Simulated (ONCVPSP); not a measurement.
**Pseudopotential generation for selenium: ONCV, LDA (Perdew-Zunger)**

Do these settings give a usable potential? It is generated, then checked for transferability, scattering, ghosts and hardness.

Program: ONCVPSP 4.0.1. Reference atom: LDA (Perdew-Zunger), scalar-relativistic, spherical and spin-unpolarised. All values are calculated.

### 1 Starting point

Typed settings, in words:

```
element                 : selenium (Se, Z = 34)
type                    : optimised norm-conserving Vanderbilt (ONCV)
frozen core             : [Ar] 3d10
valence charge          : 6
reference configuration : 4s2 4p3 (charge +1)
partial waves           : 4s: rc 1.60 bohr, ncon 4, nbas 7, qcut 4.9 1/bohr, 3 projectors, debl 2.1 Ha; 4p: rc 1.40 bohr, ncon 4, nbas 7, qcut 6.9 1/bohr, 3 projectors, debl 3.7 Ha; d scattering state at 0.1 Ha: rc 1.40 bohr, ncon 4, nbas 7, qcut 7.1 1/bohr, 2 projectors, debl 3 Ha
local potential         : polynomial inside 0.95 bohr (lpopt 5, dvloc0 0 Ha)
core correction         : polynomial model core, fcfact 0.7
```

### 2 Generation

The input, Se.dat:

```
# ATOM AND REFERENCE CONFIGURATION
# atsym  z   nc   nv     iexc    psfile
  Se 34.00    6    2        3      upf
#
#   n    l    f
    1    0    2.00
    2    0    2.00
    2    1    6.00
    3    0    2.00
    3    1    6.00
    3    2   10.00
    4    0    2.00
    4    1    3.00
#
# PSEUDOPOTENTIAL AND OPTIMIZATION
# lmax
    2
#
#   l,   rc,      ep,       ncon, nbas, qcut
    0    1.60    0.00    4    7    4.90
    1    1.40    0.00    4    7    6.90
    2    1.40    0.10    4    7    7.10
#
# LOCAL POTENTIAL
# lloc, lpopt,  rc(5),   dvloc0
    4    5    0.95    0.00
#
# VANDERBILT-KLEINMAN-BYLANDER PROJECTORs
# l, nproj, debl
    0    3    2.10
    1    3    3.70
    2    2    3.00
#
# MODEL CORE CHARGE
# icmod, fcfact, rcfact
    1    0.70    0.00
#
# LOG DERIVATIVE ANALYSIS
# epsh1, epsh2, depsh
   -2.00    5.00    0.02
#
# OUTPUT GRID
# rlmax, drl
    6.00    0.01
#
# TEST CONFIGURATIONS
# ncnf
    4
# nvcnf
#   n    l    f
    2
    4    0    2.00
    4    1    4.00
#
    2
    4    0    2.00
    4    1    2.00
#
    2
    4    0    2.00
    4    1    1.00
#
    2
    4    0    2.00
    4    1    3.50
#
```

On the command line:

```console
oncvpsp.x < Se.dat > Se.out
```

Q: Predict the outcome of this session. Wanted: cutoffs for 1 and 0.1 mHa per electron, occupied waves; bound ghosts; GHOST(+) flags; largest test error; largest phase difference near zero energy, channels read; rms error of d²Exc/dn², without and with the model core.

As calculated:

```
                                                quantity                                                              value
  cutoffs for 1 and 0.1 mHa per electron, occupied waves                                                    15 Ha and 62 Ha
                                            bound ghosts                                    p at -182.68 eV, d at -35.98 eV
                                          GHOST(+) flags  s at 17 eV, s at 887 eV (1 near or above the test basis's cutoff)
                            largest test error (AE − PS)                                               -44 meV, for 4s2 4p1
largest phase difference near zero energy, channels read                                                          0.008 rad
 rms error of d²Exc/dn², without and with the model core                                                  7.35 and 0.43 mHa
```

What this shows: It has a bound ghost (p, d), a state that the atom doesn't have, and that rules the file out. The worst unpolarised test, 4s2 4p1, is off by 44 meV on 51.7 eV; by total energies transferability rates as fair. That test lies far up in energy; among those under 40 eV, nearer to bonding, the largest error is 9.2 meV. By its cutoff, 15 Ha for the looser tolerance, it is soft on the atom at that tolerance. The tighter tolerance needs 62 Ha, and converged work needs a cutoff nearer that. At the looser tolerance the 4p wave is the slowest; 4s needs 12 Ha. That counts occupied waves only; other projectors can need more. Near zero energy the phases of the channels with partial waves agree within 0.008 rad. The pseudo curves have a pole with no partner nearby in the atom's: d at -1.25 Ha. The program also flags highly localised states, GHOST(+) (s). All of this concerns the isolated atom, not yet a solid.
